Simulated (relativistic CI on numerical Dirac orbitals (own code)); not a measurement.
# Ag¹²⁺: one ion under different settings

How much do the settings matter for Ag¹²⁺? One ion, several inputs.

Program: relativistic CI on numerical Dirac orbitals (own code) version 3. Level of theory: Dirac-Coulomb-Breit CI, KLI orbitals optimised for each configuration, model QED (radiative potential, 1s self-energy scaled to tabulated hydrogen-like ionisation energies), numerical settings as typed. These are calculated values, not measurements, unless marked.

## (1) The atom as given

```
ion            : Ag¹²⁺ (Ag XIII)
nuclear charge : 47
electrons      : 35
isotope        : A = 107
```

## (2) The usual input

Settings of the run:

```ini
atom Ag  Z=47  charge=12  electrons=35
nucleus A=107  rms_radius_fm=4.5454
hamiltonian dirac-coulomb  breit=on  qed=on  c_scale=1
orbitals kli  potential=per-configuration
slater_scale 1
correlation none
mixing on
grid step=0.0125 r_max=11.5
scf mixing=0.4 start=green max_iterations=150 tolerance=2e-08 node_fill=0.05
configurations
  [Ar] 3d10 4s2 4p5
  [Ar] 3d10 4s 4p6
  [Ar] 3d10 4s2 4p4 4d
end
```

Command:

```sh
$ python run_levels.py task.json out
```

The settings of every run stand in task.json; they run in order.

## (3) End of the grid 8.05, start potential previous

Settings: those of step 2 with these lines changed.

```diff
@@ -7,4 +7,4 @@
 mixing on
-grid step=0.0125 r_max=11.5
-scf mixing=0.4 start=green max_iterations=150 tolerance=2e-08 node_fill=0.05
+grid step=0.0125 r_max=8.05
+scf mixing=0.4 start=previous max_iterations=150 tolerance=2e-08 node_fill=0.05
 configurations
```

## (4) Iteration limit 30

Settings: those of step 3 with these lines changed.

```diff
@@ -7,4 +7,4 @@
 mixing on
-grid step=0.0125 r_max=8.05
-scf mixing=0.4 start=previous max_iterations=150 tolerance=2e-08 node_fill=0.05
+grid step=0.0125 r_max=11.5
+scf mixing=0.4 start=green max_iterations=30 tolerance=2e-08 node_fill=0.05
 configurations
```

## (5) End of the grid 5.75

Settings: those of step 4 with these lines changed.

```diff
@@ -7,4 +7,4 @@
 mixing on
-grid step=0.0125 r_max=11.5
-scf mixing=0.4 start=green max_iterations=30 tolerance=2e-08 node_fill=0.05
+grid step=0.0125 r_max=5.75
+scf mixing=0.4 start=green max_iterations=150 tolerance=2e-08 node_fill=0.05
 configurations
```

## (6) Grid step 0.03

Settings: those of step 5 with these lines changed.

```diff
@@ -7,3 +7,3 @@
 mixing on
-grid step=0.0125 r_max=5.75
+grid step=0.03 r_max=11.5
 scf mixing=0.4 start=green max_iterations=150 tolerance=2e-08 node_fill=0.05
```

## (7) Slater scale 5

Settings of the run:

```ini
atom Ag  Z=47  charge=12  electrons=35
nucleus A=107  rms_radius_fm=4.5454
hamiltonian dirac-coulomb  breit=on  qed=on  c_scale=1
orbitals kli  potential=per-configuration
slater_scale 5
correlation none
mixing on
grid step=0.0125 r_max=11.5
scf mixing=0.4 start=green max_iterations=73 tolerance=2e-08 node_fill=0.05
configurations
  [Ar] 3d10 4s2 4p5
  [Ar] 3d10 4s 4p6
  [Ar] 3d10 4s2 4p4 4d
end
```

(Steps that only read results are left out.)

**Question.** What will these runs give? Wanted: lowest level, usual settings; total energy; first excitation.

**Answer**, as computed:

| setting | total energy less usual (Ha) | largest shift of a level among the lowest eight of both runs, same label and place (cm⁻¹) | SCF iterations | time | lowest level | kind of change |
| --- | --- | --- | --- | --- | --- | --- |
| usual | 0 | 0 | 31 | 0.12 s | 4p5 2P°3/2 | - |
| end of the grid 8.05, start potential previous | 0 | 0 | 26 | 0.11 s | 4p5 2P°3/2 | numerical |
| iteration limit 30 | 0 | 0 | 31 | 0.12 s | 4p5 2P°3/2 | numerical |
| end of the grid 5.75 | 0 | 0 | 31 | 0.12 s | 4p5 2P°3/2 | numerical |
| grid step 0.03 | 0.000289 | 0.0280 | 31 | 0.062 s | 4p5 2P°3/2 | numerical |
| Slater scale 5 | -0.279 | 401000 | 31 | 0.12 s | 4s 4p6 2S1/2 | unsound |

| quantity | value |
| --- | --- |
| lowest level, usual settings | 4p5 2P°3/2 |
| total energy | -5262.5104 Ha |
| first excitation | 52696 cm⁻¹ |

In words: The lowest level changes under «Slater scale 5». Among the runs whose levels can be followed, they move most under «Slater scale 5» (unsound), by up to 401000 cm⁻¹. No visible change in the result comes from «end of the grid 8.05, start potential previous» or «iteration limit 30» or «end of the grid 5.75». Only the listed configurations are in the model.
